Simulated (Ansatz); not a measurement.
**LiPb: a tetragonal deformation path**

An exercise on one series of results from a longer session: the logs are not shown, and one member is left open.

Method: DFT LDA, scalar-relativistic, plane waves, PAW, in Ansatz 0.2.0.

## The starting structure

It takes space group Pm-3m (No. 221, cubic). Conventional cell: a = 3.522 Å, b = 3.522 Å, c = 3.522 Å, α = 90.00°, β = 90.00°, γ = 90.00°. Li (site symmetry m-3m) has 8 Pb at 3.05 Å as nearest neighbours. Pb (site symmetry m-3m) has 8 Li at 3.05 Å as nearest neighbours.

Coordinates:

```cif
data_structure
_symmetry_space_group_name_H-M 'Pm-3m'
_symmetry_Int_Tables_number 221
_cell_length_a 3.5220
_cell_length_b 3.5220
_cell_length_c 3.5220
_cell_angle_alpha 90.000
_cell_angle_beta 90.000
_cell_angle_gamma 90.000
_cell_volume 43.69
loop_
_atom_site_label
_atom_site_type_symbol
_atom_site_symmetry_multiplicity
_atom_site_Wyckoff_symbol
_atom_site_fract_x
_atom_site_fract_y
_atom_site_fract_z
_atom_site_occupancy
Li1 Li 1 b 0.50000 0.50000 0.50000 1
Pb1 Pb 1 a 0.00000 0.00000 0.00000 1
```

The structure comes from the Crystallography Open Database.

The first run:

The input, input.yaml:

```yaml
crystal:
  lattice:
    - [3.522, 0.0, 0.0]
    - [0.0, 3.522, 0.0]
    - [0.0, 0.0, 3.522]
  atoms:
    - { symbol: Li, position: [0.5, 0.5, 0.5] }
    - { symbol: Pb, position: [0.0, 0.0, 0.0] }
basis:
  ecutwfc: 420
kpoints:
  mp_grid: { grid: [6, 6, 6] }
hamiltonian:
  xc: lda
scf:
  occupations: { method: gaussian, width: 0.1 }
output:
  forces: true
  stress: true
  eigenvalues: true
```

Launch:

```
$ ansatz run input.yaml --threads 1 --pin off --max-ram 1228MiB --backend cpu --events-out ev --progress --plain --runs-dir out
```

Among the steps run: Quick check of gap, pressure and forces; Zero of the scan; ρ = 0.707; ρ = 1.414; At ρ = 0.850; Point ρ = 1.200; ρ = 0.780; At ρ = 1.300; ρ = 0.920; Point ρ = 1.100.

One of the session's tables, all rows but one given; the rest of the session is left out.

| ρ | ΔE (meV/atom) | pressure (GPa) |
| --- | --- | --- |
| 0.707 | 232.6 | 3.1 |
| 0.780 | 97.2 | 0.2 |
| 0.850 | ? | ? |
| 0.920 | 4.2 | -1.7 |
| 1.000 | 0.0 | -1.9 |
| 1.100 | 4.1 | -1.7 |
| 1.200 | 14.1 | -1.3 |
| 1.300 | 20.4 | -0.9 |
| 1.414 | 32.4 | -0.1 |

Estimate the missing values for ρ = 0.850.

Worked estimate for «ΔE (meV/atom)». A straight line through the neighbours (0.780, 97.2) and (0.920, 4.2) gives 97.2 + (4.2 − 97.2) × (0.850 − 0.780) / (0.920 − 0.780) = 50.7; a parabola fitted to 4 rows on both sides gives 30.9.

**Answer.** ΔE (meV/atom): 33.3; pressure (GPa): -1.0. In «ΔE (meV/atom)» the line misses by +17.4 and the parabola by -2.4.
